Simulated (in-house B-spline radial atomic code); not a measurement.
**Ho³⁺: ionisation energy by several methods**

The task here is to estimate one member of a computed series from the others.

Program: in-house B-spline radial atomic code version 1. Level of theory: Dirac-Coulomb, several functionals; spherical all-electron atom at the radial basis limit. These are calculated values, not measurements, unless marked.

## The system

| Quantity | Value |
| --- | --- |
| element | holmium (Z = 67) |
| charge | +3 |
| electrons | 64 |
| configuration | [Xe] 4f10 |
| nucleus | Fermi, rms radius 5.202 fm |

Outer shells as boxes (Hund's rule):

[Xe] 4f10
```
[Xe] core
4f [↑↓][↑↓][↑↓][↑ ][↑ ][↑ ][↑ ]
```

The boxes only draw the filling; these runs are spin-restricted and spherical.

Set-up of the first run:

Input settings:

```ini
Z = 67
electrons = 64.0
configuration = [Xe] 4f10
hamiltonian = dirac
method = rpbe,pbe
spin_polarised = False
nucleus = fermi
rms_radius = 5.2022
mass_number = 165
atomic_mass = 164.930329116
speed_of_light = 137.035999084
```

Steps of the session up to this table: RPBE, a GGA; LDA (VWN5); relativistic LDA; PBEsol, a GGA; PBE, a GGA; BP86, a GGA.

One of the session's tables, all rows but one given; the rest of the session is left out.

```
          method  ΔSCF (eV)
      LDA (VWN5)          ?
relativistic LDA     45.629
            RPBE     45.022
          PBEsol     45.146
             PBE     45.090
            BP86     45.196
```

Q: Estimate the row for LDA (VWN5) from the others.

As computed: ΔSCF (eV): 45.458. In the column «ΔSCF (eV)» it lies between BP86 (45.196) and relativistic LDA (45.629).
